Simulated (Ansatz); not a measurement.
# Al (fcc type): the cost of one run

Program: Ansatz 0.2.0. Level of theory: DFT, r2SCAN, PAW with Ansatz's default frozen-core files, scalar-relativistic. These are calculated values, not measurements.

### Step 1. The structure to begin with

The structure is cubic, space group Fm-3m (No. 225). The conventional cell has a = 4.050 Å, b = 4.050 Å, c = 4.050 Å, α = 90.00°, β = 90.00°, γ = 90.00°. Around Al (site symmetry m-3m) lie 12 Al at 2.86 Å.

Structure file:

```cif
data_structure
_symmetry_space_group_name_H-M 'P 1'
_symmetry_Int_Tables_number 1
_cell_length_a 2.8639
_cell_length_b 2.8639
_cell_length_c 2.8639
_cell_angle_alpha 60.000
_cell_angle_beta 60.000
_cell_angle_gamma 60.000
_cell_volume 16.61
loop_
_atom_site_label
_atom_site_type_symbol
_atom_site_fract_x
_atom_site_fract_y
_atom_site_fract_z
_atom_site_occupancy
Al1 Al 0.00000 0.00000 0.00000 1
```

### Step 2. Bulk cell relaxed, PAW

Input file input.yaml:

```yaml
crystal:
  lattice:
    - [0.0, 2.0251003354, 2.0251003354]
    - [2.0251003354, 0.0, 2.0251003354]
    - [2.0251003354, 2.0251003354, 0.0]
  atoms:
    - { symbol: Al, position: [0.0, 0.0, 0.0] }
kpoints:
  mp_grid: { grid: [18, 18, 18] }
scf:
  occupations: { method: fermi_dirac, width: 0.08 }
hamiltonian:
  xc: r2scan
  pseudopotentials: { kind: paw }
output:
  forces: true
  stress: true
relax:
  f_tol: 0.005
  max_steps: 40
  cell: {}
```

Run with:

```console
ansatz run input.yaml --threads 2 --pin off --max-ram 4096MiB --backend cpu --events-out ev --progress --plain --runs-dir out
```

What time and memory should one allow on 2 threads of Intel Xeon 6975P-C (Granite Rapids), shared host?

About 3.3 s, with a peak of 0.39 GiB.
